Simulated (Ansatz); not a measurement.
# SrSi2Au: the cost of one run

Program: Ansatz 0.2.0. Level of theory: DFT PBE, scalar-relativistic, plane waves, PAW. These are calculated values, not measurements.

### 1 The structure to begin with

It takes space group P4/nmm (No. 129, tetragonal). Conventional cell: a = 4.143 Å, b = 4.143 Å, c = 9.265 Å, α = 90.00°, β = 90.00°, γ = 90.00°. Sr (site symmetry 4mm) is surrounded by 8 Si at 3.09 to 3.11 Å and 4 Au at 3.10 Å. Si (site symmetry -4m2) has 4 Si at 2.93 Å and 4 Sr at 3.11 Å as nearest neighbours. Si (site symmetry 4mm) is surrounded by 4 Au at 2.46 Å and 4 Sr at 3.09 Å. Au (site symmetry -4m2) has 4 Si at 2.46 Å as nearest neighbours.

Coordinates:

```
Sr Si Au
1.0
     4.14299    0.00000    0.00000
     0.00000    4.14299    0.00000
     0.00000    0.00000    9.26526
Sr Si Au
2 4 2
Direct
  0.00000 0.50000 0.74957
  0.50000 0.00000 0.25043
  0.50000 0.50000 0.00000
  0.00000 0.00000 0.00000
  0.00000 0.50000 0.35766
  0.50000 0.00000 0.64234
  0.50000 0.50000 0.50000
  0.00000 0.00000 0.50000
```

Recipe of the guess: species swapped into a database cell of LaSb2Pd (P4/nmm, No. 129), with Sr on the La sites, Si on the Sb sites and Au on the Pd sites. The dimensions are guesses.

### 2 The guess as it stands, on a coarse mesh

Input file input.yaml:

```yaml
crystal:
  lattice:
    - [4.1429926, 0.0, 0.0]
    - [0.0, 4.1429926, 0.0]
    - [0.0, 0.0, 9.2652601]
  atoms:
    - { symbol: Sr, position: [0.0, 0.5, 0.74957204] }
    - { symbol: Sr, position: [0.5, 0.0, 0.25042796] }
    - { symbol: Si, position: [0.5, 0.5, 0.0] }
    - { symbol: Si, position: [0.0, 0.0, 0.0] }
    - { symbol: Si, position: [0.0, 0.5, 0.35765991] }
    - { symbol: Si, position: [0.5, 0.0, 0.64234009] }
    - { symbol: Au, position: [0.5, 0.5, 0.5] }
    - { symbol: Au, position: [0.0, 0.0, 0.5] }
basis:
  ecutwfc: 420
kpoints:
  mp_grid: { grid: [4, 4, 2] }
hamiltonian:
  xc: pbe
scf:
  occupations: { method: gaussian, width: 0.1 }
  lower_state_search: "off"
output:
  forces: true
  stress: true
  eigenvalues: true
```

Run with:

```
$ ansatz run input.yaml --threads 1 --pin off --max-ram 2560MiB --backend cpu --events-out ev --progress --plain --runs-dir out
```

**Question.** How long does this run take on 1 thread of Arm Neoverse V1, shared host, and how much memory does it need?

About 6.7 s, with a peak of 0.4 GiB.
